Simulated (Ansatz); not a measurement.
# B2Se: one candidate structure

Aim: relax B2Se from this start, random cell with space group Pmna (No. 53), and see where it ends.

Program: Ansatz 0.2.0. Level of theory: DFT PBE, scalar-relativistic, plane waves, PAW. These are calculated values, not measurements.

### 1 The starting structure

It takes space group Pmna (No. 53, orthorhombic). Conventional cell: a = 3.983 Å, b = 5.654 Å, c = 4.273 Å, α = 90.00°, β = 90.00°, γ = 90.00°. Around B (site symmetry m) lie 1 Se at 2.01 Å and 2 B at 2.12 Å. Se (site symmetry 2/m) is surrounded by 2 B at 2.01 Å.

As a file:

```cif
data_structure
_symmetry_space_group_name_H-M 'Pmna'
_symmetry_Int_Tables_number 53
_cell_length_a 3.9833
_cell_length_b 5.6540
_cell_length_c 4.2733
_cell_angle_alpha 90.000
_cell_angle_beta 90.000
_cell_angle_gamma 90.000
_cell_volume 96.24
loop_
_atom_site_label
_atom_site_type_symbol
_atom_site_symmetry_multiplicity
_atom_site_Wyckoff_symbol
_atom_site_fract_x
_atom_site_fract_y
_atom_site_fract_z
_atom_site_occupancy
B1 B 4 h 0.50000 0.25000 0.16667 1
Se1 Se 2 d 0.00000 0.50000 0.00000 1
```

### 2 Rough relaxation on the coarse mesh

File input.yaml:

```yaml
crystal:
  lattice:
    - [3.9833491791, 0.0, 0.0]
    - [0.0, 5.6539955819, 0.0]
    - [0.0, 0.0, 4.2732506256]
  atoms:
    - { symbol: B, position: [0.5, 0.25, 0.1666666667] }
    - { symbol: B, position: [0.0, 0.25, 0.3333333333] }
    - { symbol: B, position: [0.0, 0.75, 0.6666666667] }
    - { symbol: B, position: [0.5, 0.75, 0.8333333333] }
    - { symbol: Se, position: [0.0, 0.5, 0.0] }
    - { symbol: Se, position: [0.5, 0.5, 0.5] }
basis:
  ecutwfc: 420
kpoints:
  mp_grid: { grid: [4, 4, 4] }
hamiltonian:
  xc: pbe
scf:
  occupations: { method: gaussian, width: 0.1 }
  lower_state_search: "off"
output:
  forces: true
  stress: true
  eigenvalues: true
relax:
  adjacent_minimum: "off"
  f_tol: 0.04
  max_steps: 70
  cell: { stress_tol: 0.4 }
```

The run is started by

```bash
$ ansatz run input.yaml --threads 1 --pin off --max-ram 2560MiB --backend cpu --events-out ev --progress --plain --runs-dir out
```

The session goes on with these runs: coarse relaxation; full relaxation.

Before running it: what results should come out?

**Answer**, as computed:

Formation energies count from the elements, computed with the same settings in runs not shown here.

```
                          quantity                                                                      value
               cell (conventional)  a = 2.593 Å, b = 6.006 Å, c = 4.445 Å, α = 90.00°, β = 90.00°, γ = 90.00°
                       space group                                                              Cmmm (No. 65)
                            volume                                                              11.54 Å³/atom
                   gap on the mesh                                                               none (metal)
formation energy from the elements                                                             +0.649 eV/atom
```

What this shows: The structure ended in another space group than at the start: Pmna to Cmmm. The formation energy of +0.65 eV/atom is positive, so the elements lie lower than this structure; another structure of the compound can lie lower. The final runs have no spin polarisation, so no magnetic state was tried and one may lie lower.
